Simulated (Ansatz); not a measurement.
**CH3BrF2Ge: small, medium and large basis sets**

An exercise on one series of results from a longer session: the logs are not shown, and one member is left open.

Method: one geometry, several basis sets; program: Ansatz 0.2.0, Gaussian basis.

The runs, in order: PBE0-D4/def2-SVP; ωB97M-V/def2-SVP; PBE0-D4/def2-QZVPP; ωB97M-V/def2-QZVPP; the functionals' def2-TZVPP values are taken from earlier runs.

### The geometry

An earlier PBE0-D4 in a triple-zeta def2 set relaxation fixed the geometry.

SMILES `[CH3][Ge]([F])([F])[Br]`, 8 atoms, charge 0, spin multiplicity 1.

Atoms are counted from 1 here; the program's logs count them from 0.

Bond lengths: C1–Ge2 1.918 Å, C1–H6 1.089 Å, C1–H7 1.089 Å, C1–H8 1.090 Å, Ge2–F3 1.721 Å, Ge2–F4 1.721 Å, Ge2–Br5 2.274 Å. Angles: Ge2–C1–H6 109.3°, Ge2–C1–H7 109.3°, Ge2–C1–H8 108.7°, H6–C1–H7 109.7°, H6–C1–H8 109.9°, H7–C1–H8 109.9°, C1–Ge2–F3 111.0°, C1–Ge2–F4 111.0°, C1–Ge2–Br5 115.6°, F3–Ge2–F4 104.2°, F3–Ge2–Br5 107.2°, F4–Ge2–Br5 107.2°.

The first run:

in.yaml

```yaml
crystal:
  periodic: [false, false, false]
  atoms:
    - {symbol: C, position_ang: [-0.362361, -0.600501, 0.844308]}
    - {symbol: Ge, position_ang: [0.342176, 0.386703, -0.641809]}
    - {symbol: F, position_ang: [1.945792, 0.922227, -0.320824]}
    - {symbol: F, position_ang: [0.503200, -0.619094, -2.028835]}
    - {symbol: Br, position_ang: [-0.862236, 2.209865, -1.269804]}
    - {symbol: H, position_ang: [-1.362427, -0.956175, 0.599191]}
    - {symbol: H, position_ang: [-0.406350, 0.047521, 1.718877]}
    - {symbol: H, position_ang: [0.294307, -1.447646, 1.042996]}
basis:
  gaussian: {orbitals: def2-SVP}
hamiltonian: {xc: pbe0, dispersion: d4}
output: {orbitals: {seedname: orbitals}}
```

Among the steps run: PBE0-D4 in def2-SVP; ωB97M-V in def2-SVP; PBE0-D4 in def2-QZVPP; ωB97M-V in def2-QZVPP.

One of the session's tables, all rows but one given; the rest of the session is left out.

It belongs to the step «Density functionals: the series». 

```
functional       basis  HOMO (eV)
   PBE0-D4    def2-SVP          ?
   PBE0-D4  def2-TZVPP      -9.00
   PBE0-D4  def2-QZVPP      -9.02
   ωB97M-V    def2-SVP     -11.11
   ωB97M-V  def2-TZVPP     -11.23
   ωB97M-V  def2-QZVPP     -11.26
```

**Question.** Estimate the row for PBE0-D4, def2-SVP.

As computed: HOMO (eV): -8.89. In the column «HOMO (eV)» it is the highest.
